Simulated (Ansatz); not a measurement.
**CHBFNO: vertical ionisation energy**

The task here is to estimate one member of a computed series from the others.

Computed with Ansatz 0.2.0, Gaussian basis. Level: unrestricted cation, the program's frozen cores in correlated methods.

The runs, in order: UKS PBE-D4/def2-TZVPP; UKS r2SCAN-D4/def2-TZVPP; UKS PBE0-D4/def2-TZVPP; UKS B3LYP-D4/def2-TZVPP; UKS wB97X-V/def2-TZVPP; UKS wB97M-V/def2-TZVPP; UKS B2PLYP/def2-TZVPP; UHF-CCSD(T)/def2-TZVPP; UHF-MP2/def2-QZVPP; extrapolation to the limit; then −ε(HOMO) from the neutral's earlier runs with LDA (SPW92), PBE-D4, revPBE-D4, BLYP-D4, r2SCAN-D4, B97M-V, PBE0-D4, B3LYP-D4, r2SCANh-D4, r2SCAN0-D4, HSE06-D4, BHLYP-D4, CAM-B3LYP-D4, LC-ωPBE, ωB97X-V, ωB97M-V.

### The relaxed structure

An earlier PBE0-D4 in a triple-zeta def2 set relaxation fixed the geometry.

SMILES `N=C1OB1F`, 6 atoms, charge 0, spin multiplicity 1.

Atoms are counted from 1 here; the program's logs count them from 0.

Bond lengths: N1–C2 1.233 Å, N1–H6 1.017 Å, C2–O3 1.477 Å, C2–B4 1.486 Å, O3–B4 1.341 Å, B4–F5 1.298 Å. Angles: C2–N1–H6 111.5°, N1–C2–O3 126.3°, N1–C2–B4 179.9°, O3–C2–B4 53.8°, C2–O3–B4 63.4°, C2–B4–O3 62.7°, C2–B4–F5 159.4°, O3–B4–F5 137.9°.

Geometry (Å):

```xyz
6

N    -0.4401    0.2918    1.5020
C    -0.1192    0.0737    0.3319
O    -0.8458    0.5240   -0.8722
B     0.2705   -0.1908   -1.0771
F     0.9556   -0.6395   -2.0840
H     0.2212   -0.1231    2.1532
```

Set-up of the first run:

Contents of in.yaml:

```yaml
crystal:
  periodic: [false, false, false]
  atoms:
    - {symbol: N, position_ang: [-0.440126, 0.291758, 1.502043]}
    - {symbol: C, position_ang: [-0.119202, 0.073724, 0.331894]}
    - {symbol: O, position_ang: [-0.845759, 0.524003, -0.872193]}
    - {symbol: B, position_ang: [0.270454, -0.190848, -1.077109]}
    - {symbol: F, position_ang: [0.955582, -0.639498, -2.084047]}
    - {symbol: H, position_ang: [0.221151, -0.123139, 2.153212]}
basis:
  gaussian: {orbitals: def2-TZVPP}
total_charge: 1
magnetization: {spin_polarized: true, initial_magnetization: 1}
hamiltonian: {xc: pbe, dispersion: d4}
```

The run is started by

```console
$ ansatz run in.yaml --threads 2 --pin off --events-out ev --progress --plain --max-ram 4352MiB
```

Among the steps run: Cation, UKS PBE-D4/def2-TZVPP; Cation, UKS r2SCAN-D4/def2-TZVPP; Cation, UKS PBE0-D4/def2-TZVPP; Cation, UKS B3LYP-D4/def2-TZVPP; Cation, UKS wB97X-V/def2-TZVPP; Cation, UKS wB97M-V/def2-TZVPP; Cation, UKS B2PLYP (frozen core)/def2-TZVPP; Cation, UHF-CCSD(T)/def2-TZVPP; Cation, UHF-MP2/def2-QZVPP.

One table of the session follows, with a row left open; its other results are not shown here.

It belongs to the step «Ionisation energies side by side». For comparison, −ε(HOMO) of the neutral from earlier runs:

| functional | −ε(HOMO) (eV) |
| --- | --- |
| LDA (SPW92) | ? |
| PBE-D4 | 6.70 |
| revPBE-D4 | 6.62 |
| BLYP-D4 | 6.61 |
| r2SCAN-D4 | 6.97 |
| B97M-V | 7.05 |
| PBE0-D4 | 8.16 |
| B3LYP-D4 | 7.95 |
| r2SCANh-D4 | 7.52 |
| r2SCAN0-D4 | 8.35 |
| HSE06-D4 | 7.75 |
| BHLYP-D4 | 9.58 |
| CAM-B3LYP-D4 | 9.62 |
| LC-ωPBE | 10.92 |
| ωB97X-V | 10.57 |
| ωB97M-V | 10.47 |

Estimate the missing values for LDA (SPW92).

As computed: −ε(HOMO) (eV): 6.88. In the column «−ε(HOMO) (eV)» it lies between PBE-D4 (6.70) and r2SCAN-D4 (6.97).
